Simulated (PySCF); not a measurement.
# [Tb(H2S)2]3+: other functionals and bases at one geometry

How far do other levels of theory move the description of [Tb(H2S)2]3+, and what does each cost? It is a constructed species; whether it can be made isn't addressed.

The runs use PySCF 2.14.0; several levels, as the steps say, no spin–orbit coupling.

3 further runs of the same task are left out: 2 for a known fault of the program, 1 that didn't finish. Runs told in other sessions of the task aren't counted.

### 1 The system as given

7 atoms, charge 3, spin multiplicity 1.

Bond lengths: Tb1–S2 2.811 Å, Tb1–S5 2.811 Å, S2–H3 1.385 Å, S2–H4 1.386 Å, S5–H6 1.385 Å, S5–H7 1.386 Å. Angles: S2–Tb1–S5 100.0°, Tb1–S2–H3 108.0°, Tb1–S2–H4 107.5°, H3–S2–H4 96.8°, Tb1–S5–H6 108.0°, Tb1–S5–H7 107.5°, H6–S5–H7 96.8°.

As a file:

```xyz
7
H4S2Tb
Tb   -1.3830    0.0000    0.0000
S     0.4246    0.1480    2.1474
H     0.8842    1.4518    2.2321
H    -0.3178    0.1592    3.3181
S     0.4246   -0.1480   -2.1474
H     0.8842   -1.4518   -2.2321
H    -0.3178   -0.1592   -3.3181
```

Formal oxidation states: Tb +3. Each metal's 8 4f electrons lie in its core potential, so multiplicities, spins and levels count the valence alone. An earlier session relaxed this geometry at PBE, Tb lcecp-1-SVP with ECP54, S def2-SVP, H def2-SVP (singlet, point group C2).

At PBE on the finer grid: E = -833.456863 Eh, HOMO -21.65 eV, LUMO -19.01 eV, Mulliken charge on Tb1 +1.83 e, largest force component 0.013 eV/Å. 

Levels to run: PBE0; M06-L; BP86; wB97X; PBE, TZVP. Hardware: 2 threads of Arm Neoverse V1, shared host.

### 2 PBE0

run.py (the lines that set the calculation) reads:

```python
mol = gto.M(atom='''
Tb    -1.38297     0.00000     0.00000
S      0.42460     0.14804     2.14742
H      0.88425     1.45175     2.23210
H     -0.31782     0.15916     3.31812
S      0.42460    -0.14804    -2.14742
H      0.88425    -1.45175    -2.23210
H     -0.31782    -0.15916    -3.31812''',
    basis={'Tb': 'lcecp-1-SVP', 'S': 'def2-SVP', 'H': 'def2-SVP'},
    ecp={'Tb': 'lcecp-1-SVP'},
    charge=3, spin=0)
mf = dft.RKS(mol, xc='PBE0')
mf.grids.atom_grid = (75, 302)  # f atoms: unpruned, at least (60, 302)
mf = mf.density_fit()  # fitting sets: Tb AutoAux, S def2-universal-JKFIT, H def2-universal-JKFIT
mf.conv_tol = 1e-08; mf.max_cycle = 55
mf.kernel(dm0)  # dm0: the density of the relaxed state
```

Launch:

```bash
$ OMP_NUM_THREADS=2 python run.py
```

### 3 M06-L

run.py (the lines that set the calculation), as its differences from that of step 2:

```diff
@@ -11,3 +11,3 @@
     charge=3, spin=0)
-mf = dft.RKS(mol, xc='PBE0')
+mf = dft.RKS(mol, xc='M06L')
 mf.grids.atom_grid = (75, 302)  # f atoms: unpruned, at least (60, 302)
```

### 4 BP86

run.py (the lines that set the calculation), as its differences from that of step 3:

```diff
@@ -11,3 +11,3 @@
     charge=3, spin=0)
-mf = dft.RKS(mol, xc='M06L')
+mf = dft.RKS(mol, xc='B88,P86')
 mf.grids.atom_grid = (75, 302)  # f atoms: unpruned, at least (60, 302)
```

### 5 wB97X

run.py (the lines that set the calculation), as its differences from that of step 4:

```diff
@@ -11,3 +11,3 @@
     charge=3, spin=0)
-mf = dft.RKS(mol, xc='B88,P86')
+mf = dft.RKS(mol, xc='WB97X')
 mf.grids.atom_grid = (75, 302)  # f atoms: unpruned, at least (60, 302)
```

### 6 PBE, TZVP

Basis: Tb lcecp-1-TZVP with ECP54, S def2-TZVP, H def2-TZVP. 

run.py (the lines that set the calculation) reads:

```python
mol = gto.M(atom='''
Tb    -1.38297     0.00000     0.00000
S      0.42460     0.14804     2.14742
H      0.88425     1.45175     2.23210
H     -0.31782     0.15916     3.31812
S      0.42460    -0.14804    -2.14742
H      0.88425    -1.45175    -2.23210
H     -0.31782    -0.15916    -3.31812''',
    basis={'Tb': 'lcecp-1-TZVP', 'S': 'def2-TZVP', 'H': 'def2-TZVP'},
    ecp={'Tb': 'lcecp-1-TZVP'},
    charge=3, spin=0)
mf = dft.RKS(mol, xc='PBE')
mf.grids.atom_grid = (75, 302)  # f atoms: unpruned, at least (60, 302)
mf = mf.density_fit()  # fitting sets: Tb AutoAux, S def2-universal-JKFIT, H def2-universal-JKFIT
mf.conv_tol = 1e-08; mf.max_cycle = 55
mf.kernel(dm0)  # dm0: free metal ions and neutral atoms
```

Before running it: what results should come out? Wanted: for each run, HOMO; gap; charge on Tb1; dipole; largest force component.

**Answer**, as computed:

| level | state | HOMO (eV) | gap (eV) | charge on Tb1 (e) | dipole (D) | largest force component (eV/Å) | basis functions | time |
| --- | --- | --- | --- | --- | --- | --- | --- | --- |
| PBE (relaxed here) | singlet | -21.65 | 2.65 | 1.83 | 0.37 | 0.01 | 89 | 8.3 s |
| PBE0 | singlet | -22.78 | 4.67 | 1.93 | 0.25 | 0.30 | 89 | 3.7 s |
| M06-L | singlet | -21.84 | 3.28 | 2.03 | 0.51 | 0.34 | 89 | 6 s |
| BP86 | singlet | -21.74 | 2.70 | 1.84 | 0.32 | 0.02 | 89 | 4 s |
| wB97X | singlet | -25.04 | 9.15 | 1.99 | 0.92 | 0.50 | 89 | 5.1 s |
| PBE, TZVP | singlet | -21.57 | 2.70 | 1.96 | 0.75 | 0.22 | 145 | 11 s |

Times are on 2 threads of Arm Neoverse V1, shared host; the first row also made further properties. The dipole of a charged species depends on the origin, so these sizes hold for this origin alone.

In one basis the HOMO–LUMO gap runs from 2.65 eV (PBE) to 9.15 eV (wB97X). The largest leftover force, 0.50 eV/Å with wB97X, stands at a geometry relaxed at another level. The Mulliken charge on Tb spans +1.83 to +2.03 e over the levels. With 4f in the core, its levels are missing from HOMO and gap, and its count is fixed, so no charge can pass from the ligands into it. Total energies of different levels can't be compared. Spin–orbit coupling is left out throughout.
